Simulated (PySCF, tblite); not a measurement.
**C5H15NSi2: geometry, infrared bands and NMR shifts**

Wanted: the infrared bands and NMR shifts of C5H15NSi2 (`C=CN(C)CC([SiH3])[SiH3]`), by calculation.

Programs: tblite 0.8.0 and PySCF 2.14.0, with density-fitted response routines of our own. Each step states its level of theory. These are calculated values for one molecule in the gas phase, unless marked as measured. Atoms count from 0, in the outputs and in this text.

**1. Starting geometry**

23 atoms, charge 0, multiplicity 1; geometry from: force field or distance geometry start.

Bonds of the start (Å): C0–C1 1.30, C1–N2 1.42, N2–C3 1.49, N2–C4 1.41, C4–C5 1.49, C5–Si6 1.89, C5–Si7 1.86, C0–H8 1.10, C0–H9 1.08, C1–H10 1.11, C3–H11 1.11, C3–H12 1.14, C3–H13 1.10, C4–H14 1.10, C4–H15 1.12, C5–H16 1.11, Si6–H17 1.48, Si6–H18 1.44, Si6–H19 1.49, Si7–H20 1.48, Si7–H21 1.45, Si7–H22 1.49.

**2. Geometry optimisation with GFN2-xTB**

The job: settings as JSON, then the geometry in Å.

```
{"job": {"kind": "relax", "xc": "GFN2-xTB", "basis": "xTB"}, "charge": 0, "multiplicity": 1}
C     -2.544500     0.664800     1.384900
C     -2.072100    -0.439500     0.883500
N     -1.194100    -0.517800    -0.234200
C     -1.797800    -0.089400    -1.521700
C      0.151500    -0.950100    -0.203100
C      1.196700     0.074400    -0.479500
Si     2.873400    -0.795400    -0.376000
Si     1.308600     1.455600     0.761500
H     -3.200700     0.568600     2.261100
H     -2.360800     1.654700     0.998600
H     -2.316800    -1.417300     1.347500
H     -1.370400    -0.720200    -2.323600
H     -2.897000    -0.370600    -1.490400
H     -1.720400     0.991100    -1.684600
H      0.345400    -1.433800     0.763900
H      0.256300    -1.774900    -0.958300
H      1.161200     0.497200    -1.505900
H      2.913500    -1.556500     0.893800
H      3.163300    -1.602400    -1.531100
H      3.912100     0.266500    -0.250100
H      2.528200     1.294300     1.586100
H      0.202900     1.513100     1.700000
H      1.456700     2.714400    -0.012300
```

Launch:

```sh
$ OMP_NUM_THREADS=1 python probes_run.py task.json out
```

This one command runs all jobs of the session in turn.

**Question.** This job is followed by: GFN2-xTB harmonic vibrations, gas phase; GIAO PBE0/pcSseg-1 NMR shielding, non-relativistic, gas phase. Predict these results of the whole session: strongest single infrared mode (GFN2-xTB); zero-point energy (GFN2-xTB); 13C shifts against TMS (PBE0/pcSseg-1); 1H shifts against TMS (PBE0/pcSseg-1, means over atoms taken as alike); 15N shifts against NH3 (PBE0/pcSseg-1); 29Si shifts against TMS (PBE0/pcSseg-1, means over atoms taken as alike).

**Answer**, as computed:

| quantity | value |
| --- | --- |
| strongest single infrared mode (GFN2-xTB) | 2276 cm⁻¹, 538 km/mol |
| zero-point energy (GFN2-xTB) | 112.0 kcal/mol |
| 13C shifts against TMS (PBE0/pcSseg-1) | 148.0, 81.8, 60.6, 34.5, 6.9 ppm |
| 1H shifts against TMS (PBE0/pcSseg-1, means over atoms taken as alike) | 6.34, 3.85, 3.73, 3.57, 3.25, 2.69, 0.86 ppm |
| 15N shifts against NH3 (PBE0/pcSseg-1) | 96.6 ppm |
| 29Si shifts against TMS (PBE0/pcSseg-1, means over atoms taken as alike) | -70.4 ppm |

The optimisation took 167 steps and gained 1.014 eV; among the close pairs (by a distance rule), C1–N2 changed most, from 1.423 to 1.371 Å. All 63 modes are real, so the xTB geometry is a minimum. The strongest single mode, at 2276 cm⁻¹, moves mainly H19. GFN2-xTB is a fitted tight-binding method: band positions and strengths are rough. Its intensities can rank the bands wrongly. C1 (alkene carbon bearing nitrogen) lies farthest downfield among carbon, at 148.0 ppm; an sp2 carbon further deshielded by the attached heteroatom. The most deshielded hydrogen is H10 (hydrogen on an alkene carbon bearing nitrogen), at 6.34 ppm: a vinylic proton, deshielded by the sp2 carbon and the C=C anisotropy. At PBE0/pcSseg-1: The largest span, 192 ppm, is at C1, where the paramagnetic term is -216 ppm.
